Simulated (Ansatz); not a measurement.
# CuPt: the cost of one run

Computed with Ansatz 0.2.0 (DFT r2SCAN, scalar-relativistic, plane waves, PAW, unless a step's input says otherwise).

1 further run of the same task is left out (set aside as unsound or not needed).

## 1. The system as given

The structure is trigonal, space group R-3m (No. 166). The conventional cell has a = 2.720 Å, b = 2.720 Å, c = 12.756 Å, α = 90.00°, β = 90.00°, γ = 120.00°. Cu (site symmetry -3m) has 6 Pt at 2.64 Å and 6 Cu at 2.72 Å as nearest neighbours. Pt (site symmetry -3m) is surrounded by 6 Cu at 2.64 Å and 6 Pt at 2.72 Å.

As a file:

```cif
data_structure
_symmetry_space_group_name_H-M 'R-3m:H'
_symmetry_Int_Tables_number 166
_cell_length_a 2.7196
_cell_length_b 2.7196
_cell_length_c 12.7557
_cell_angle_alpha 90.000
_cell_angle_beta 90.000
_cell_angle_gamma 120.000
_cell_volume 81.70
loop_
_atom_site_label
_atom_site_type_symbol
_atom_site_symmetry_multiplicity
_atom_site_Wyckoff_symbol
_atom_site_fract_x
_atom_site_fract_y
_atom_site_fract_z
_atom_site_occupancy
Cu1 Cu 3 a 0.00000 0.00000 0.00000 1
Pt1 Pt 3 b 0.66667 0.33333 0.83333 1
```

It goes back to an entry of the Materials Project, which need not be the stable form.

It is the result of an earlier relaxation at this level (volume 13.62 Å³/atom; gap on the mesh: none (metal)).

## 2. Bands, states and charges

File input.yaml:

```yaml
crystal:
  lattice:
    - [1.3597929153, 0.7850768057, 4.2519069084]
    - [-1.3597929153, 0.7850768057, 4.2519069084]
    - [0.0, -1.5701536113, 4.2519069084]
  atoms:
    - { symbol: Cu, position: [0.0, 0.0, 0.0] }
    - { symbol: Pt, position: [0.5, 0.5, 0.5] }
basis:
  ecutwfc: 500
kpoints:
  mp_grid: { grid: [18, 18, 18] }
  band_path:
    path:
      - [[0.0, 0.0, 0.0], [0.5, 0.5, 0.5], [0.81060511, 0.18939489, 0.5]]
      - [[0.5, -0.18939489, 0.18939489], [0.5, 0.0, 0.0], [0.0, 0.0, 0.0], [0.34469745, -0.34469745, 0.0]]
      - [[0.65530255, 0.0, 0.34469745], [0.5, 0.0, 0.5], [0.0, 0.0, 0.0]]
    npoints: 14
hamiltonian:
  xc: r2scan
scf:
  occupations: { method: gaussian, width: 0.1 }
  n_extra_bands: 6
output:
  forces: true
  stress: true
  eigenvalues: true
  populations: true
  dos: { projected: true, de: 0.02, nscf_kmesh: { grid: [27, 27, 27] } }
  bader: true
  write_density: true
  write_potential: true
  elf: true
  volumetric_format: npy
```

Command:

```console
$ ansatz run input.yaml --threads 1 --pin off --max-ram 2560MiB --backend cpu --events-out ev --progress --plain --runs-dir out
```

What time and memory should one allow on 1 thread of Intel Xeon 6975P-C (Granite Rapids), shared host?

About 80 s, with a peak of 1.2 GiB.
